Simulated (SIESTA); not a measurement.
NbCd3:

```xyz
4
Lattice="4.2150 0.0000 0.0000 0.0000 4.2150 0.0000 0.0000 0.0000 4.2150" Properties=species:S:1:pos:R:3 pbc="T T T"
Cd    2.1075    2.1075    0.0000
Cd    2.1075    0.0000    2.1075
Cd    0.0000    2.1075    2.1075
Nb    0.0000    0.0000    0.0000
```

| Item | Value |
| --- | --- |
| Program | SIESTA 5.4.2 |
| Task | single point |
| Functional | PBE |
| Potentials or basis | PseudoDojo 0.4 standard (PBE files) |
| Basis | DZP (energy shift 0.003 Ry; two zetas on semicore shells) |
| Grid cutoff | 800 Ry |
| Energy shift | 0.003 Ry |
| k mesh | 6 × 6 × 6 |
| Occupations | fermi-dirac, width 0.05 eV |
| Spin | no spin polarisation |

On this cell: pressure 6.3 GPa; largest force zero by symmetry; band gap on the k mesh none (metal or under the smearing width).

The same run follows on a disturbed copy (atoms moved at random, drawn with an rms of 0.05 Å):

```
Cd Nb
1.0
     4.21500    0.00000    0.00000
     0.00000    4.21500    0.00000
     0.00000    0.00000    4.21500
Cd Nb
3 1
Direct
  0.50919 0.49639 0.98110
  0.49184 0.00291 0.49874
  0.00175 0.49767 0.50851
  0.00896 0.99244 0.99268
```

What does the disturbed cell give?

The energy (extrapolated to zero smearing) moves by +14.8 meV/atom; pressure 6.8 GPa; largest force 0.640 eV/Å; band gap on the k mesh none (metal or under the smearing width).

Forces on the atoms (eV/Å):
```
Cd  -0.024 -0.003  0.600
Cd   0.399 -0.156 -0.410
Cd  -0.022 -0.039 -0.639
Nb  -0.352  0.197  0.449
```

Stress tensor (GPa, compression positive):
```
 6.81  0.00 -0.20
 0.00  6.71  0.14
-0.20  0.14  6.80
```

Caveats: the basis of atomic orbitals isn't converged, which shifts pressures, moduli and gaps.
